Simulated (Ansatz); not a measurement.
# FH5NSi2: the cost of one run

All numbers below are computed with Ansatz 0.2.0 (RKS PBE-D4/def2-SVP).

## Step 1: The system as given

Bond lengths: N1–Si2 1.698 Å, Si2–F3 1.598 Å, Si2–Si4 2.401 Å, N1–H5 1.011 Å, N1–H6 1.008 Å, Si2–H7 1.454 Å, Si4–H8 1.470 Å, Si4–H9 1.470 Å. Angles: N1–Si2–F3 105.1°, N1–Si2–Si4 105.5°, N1–Si2–H7 124.5°, F3–Si2–Si4 98.1°, F3–Si2–H7 107.6°, Si4–Si2–H7 112.6°, Si2–N1–H5 119.8°, Si2–N1–H6 123.8°, H5–N1–H6 110.3°, Si2–Si4–H8 126.5°, Si2–Si4–H9 127.9°, H8–Si4–H9 104.8°.

As a file:

```xyz
9

N    -0.1441    1.4826   -0.6528
Si    0.7948    0.1346   -0.2216
F     0.9123   -0.7360   -1.5564
Si   -0.6812   -1.3136    0.9981
H    -0.1527    1.8037   -1.6116
H    -0.3529    2.2438   -0.0266
H     2.1203    0.2111    0.3722
H    -0.3636   -2.6522    1.5150
H    -2.1330   -1.1742    1.1836
```

## Step 2: Relaxing end A

Contents of input.yaml:

```yaml
crystal:
  periodic: [false, false, false]
  atoms:
    - { symbol: "N", position_ang: [-0.1441, 1.48263, -0.6528] }
    - { symbol: Si, position_ang: [0.79479, 0.13461, -0.22157] }
    - { symbol: F, position_ang: [0.91235, -0.73598, -1.55637] }
    - { symbol: Si, position_ang: [-0.68116, -1.31357, 0.99809] }
    - { symbol: H, position_ang: [-0.15274, 1.80372, -1.61159] }
    - { symbol: H, position_ang: [-0.35287, 2.24383, -0.0266] }
    - { symbol: H, position_ang: [2.12028, 0.21106, 0.37221] }
    - { symbol: H, position_ang: [-0.36358, -2.65216, 1.51499] }
    - { symbol: H, position_ang: [-2.13297, -1.17415, 1.18364] }
total_charge: 1
basis:
  gaussian: { orbitals: def2-SVP }
hamiltonian:
  xc: pbe
  dispersion: d4
relax:
  f_tol: 0.02
  max_steps: 50
```

Run with:

```console
ansatz run input.yaml --threads 2 --pin off --max-ram 3072MiB --backend cpu --events-out ev --progress --plain --runs-dir out
```

What time and memory should one allow on 2 threads of Arm Neoverse V2, shared host?

About 54 s, with a peak of 0.12 GiB.
